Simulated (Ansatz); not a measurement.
# Na: further runs on the relaxed cell

One table from this session's results is given with a row withheld; the runs are named, their logs left out.

Program: Ansatz 0.2.0. Level of theory: DFT PBE, scalar-relativistic, plane waves, PAW. These are calculated values, not measurements.

1 further run of the same task is left out (set aside as unsound or not needed).

## The system as given

It takes space group Im-3m (No. 229, cubic). Conventional cell: a = 4.190 Å, b = 4.190 Å, c = 4.190 Å, α = 90.00°, β = 90.00°, γ = 90.00°. Na (site symmetry m-3m) is surrounded by 8 Na at 3.63 Å.

As a file:

```cif
data_structure
_symmetry_space_group_name_H-M 'P 1'
_symmetry_Int_Tables_number 1
_cell_length_a 3.6285
_cell_length_b 3.6285
_cell_length_c 3.6285
_cell_angle_alpha 109.471
_cell_angle_beta 109.471
_cell_angle_gamma 109.471
_cell_volume 36.78
loop_
_atom_site_label
_atom_site_type_symbol
_atom_site_fract_x
_atom_site_fract_y
_atom_site_fract_z
_atom_site_occupancy
Na1 Na 0.00000 0.00000 0.00000 1
```

This cell was relaxed beforehand with the same method: volume 36.78 Å³/atom, gap on the mesh none (metal).

The first run:

Input file input.yaml:

```yaml
crystal:
  lattice:
    - [-2.0949070424, 2.0949070424, 2.0949070424]
    - [2.0949070424, -2.0949070424, 2.0949070424]
    - [2.0949070424, 2.0949070424, -2.0949070424]
  atoms:
    - { symbol: Na, position: [0.0, 0.0, 0.0] }
basis:
  ecutwfc: 420
kpoints:
  mp_grid: { grid: [14, 14, 14] }
  band_path:
    path:
      - [[0.0, 0.0, 0.0], [0.5, -0.5, 0.5], [0.0, 0.0, 0.5], [0.0, 0.0, 0.0], [0.25, 0.25, 0.25], [0.5, -0.5, 0.5]]
      - [[0.25, 0.25, 0.25], [0.0, 0.0, 0.5]]
    npoints: 14
hamiltonian:
  xc: pbe
scf:
  occupations: { method: gaussian, width: 0.1 }
  n_extra_bands: 6
output:
  forces: true
  stress: true
  eigenvalues: true
  populations: true
  dos: { projected: true, de: 0.02, nscf_kmesh: { grid: [21, 21, 21] } }
  bader: true
  write_density: true
  write_potential: true
  elf: true
  volumetric_format: npy
```

The run is started by

```sh
> ansatz run input.yaml --threads 1 --pin off --max-ram 2560MiB --backend cpu --events-out ev --progress --plain --runs-dir out
```

Among the steps run: Bands, states and charges; Back to the database's cell; Point at V/V0 = 0.97; Point at V/V0 = 1.03; Point at V/V0 = 0.94; The cell scaled to 1.06 of its volume; Volume × 0.91; Volume × 1.10; Volume × 0.88.

One table of the session follows, with a row left open; its other results are not shown here.

It belongs to the step «Energy against volume». 

```
volume (Å³/atom)  energy above the lowest point (meV/atom)  pressure (GPa)
          32.362                                      17.0            1.32
          33.465                                       9.3            0.93
          34.569                                       4.1            0.59
          35.672                                       1.1            0.29
          36.775                                       0.0            0.04
          37.878                                       0.5           -0.18
          38.982                                         ?               ?
          40.453                                       7.0           -0.59
```

**Question.** Estimate the row for volume (Å³/atom) = 38.982.

Worked estimate for «energy above the lowest point (meV/atom)». A straight line through the neighbours (37.878, 0.5) and (40.453, 7.0) gives 0.5 + (7.0 − 0.5) × (38.982 − 37.878) / (40.453 − 37.878) = 3.3; a parabola fitted to 3 rows on both sides gives 2.4.

As computed: energy above the lowest point (meV/atom): 2.5; pressure (GPa): -0.38. In «energy above the lowest point (meV/atom)» the line misses by +0.8 and the parabola by -0.1.

Caveats from the session: The projections leave out shells that the potentials don't hold, such as empty d states.
